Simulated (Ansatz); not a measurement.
# Si3Sb: the cost of one run

Program: Ansatz 0.2.0. Level of theory: DFT PBE, scalar-relativistic, plane waves, PAW. These are calculated values, not measurements.

1 further run of the same task is left out (it didn't finish).

## (1) The starting structure

It takes space group I4/mmm (No. 139, tetragonal). The conventional cell has a = 4.025 Å, b = 4.025 Å, c = 8.992 Å, α = 90.00°, β = 90.00°, γ = 90.00°. Around Si (site symmetry 4/mmm) lie 4 Sb at 2.85 Å. Si (site symmetry -4m2) has 8 Si at 2.85 to 3.02 Å and 4 Sb at 3.02 Å as nearest neighbours. Sb (site symmetry 4/mmm) has 12 Si at 2.85 to 3.02 Å as nearest neighbours.

Structure file:

```
Si Sb
1.0
    -2.01264    2.01264    4.49577
     2.01264   -2.01264    4.49577
     2.01264    2.01264   -4.49577
Si Sb
3 1
Direct
  0.50000 0.50000 0.00000
  0.25000 0.75000 0.50000
  0.75000 0.25000 0.50000
  0.00000 0.00000 0.00000
```

This is candidate A: TiAl3 (D0_22) type (I4/mmm, No. 139).

(A quick probe on a coarse mesh, which set the mesh and smearing, is not shown.)

## (3) Relaxing cell and atoms (candidate A)

input.yaml

```yaml
crystal:
  lattice:
    - [-2.0126412165, 2.0126412165, 4.4957699901]
    - [2.0126412165, -2.0126412165, 4.4957699901]
    - [2.0126412165, 2.0126412165, -4.4957699901]
  atoms:
    - { symbol: Si, position: [0.5, 0.5, 0.0] }
    - { symbol: Si, position: [0.25, 0.75, 0.5] }
    - { symbol: Si, position: [0.75, 0.25, 0.5] }
    - { symbol: Sb, position: [0.0, 0.0, 0.0] }
basis:
  ecutwfc: 420
kpoints:
  mp_grid: { grid: [16, 16, 16] }
hamiltonian:
  xc: pbe
scf:
  occupations: { method: gaussian, width: 0.1 }
output:
  forces: true
  stress: true
  eigenvalues: true
relax:
  adjacent_minimum: "off"
  f_tol: 0.01
  max_steps: 80
  cell: { stress_tol: 0.05 }
```

Launch:

```sh
ansatz run input.yaml --threads 1 --pin off --max-ram 2560MiB --backend cpu --events-out ev --progress --plain --runs-dir out
```

Q: Estimate wall time and peak memory on 1 thread of AMD EPYC 7R43 (Zen 3), shared host.

About 2.8 min, with a peak of 0.75 GiB.
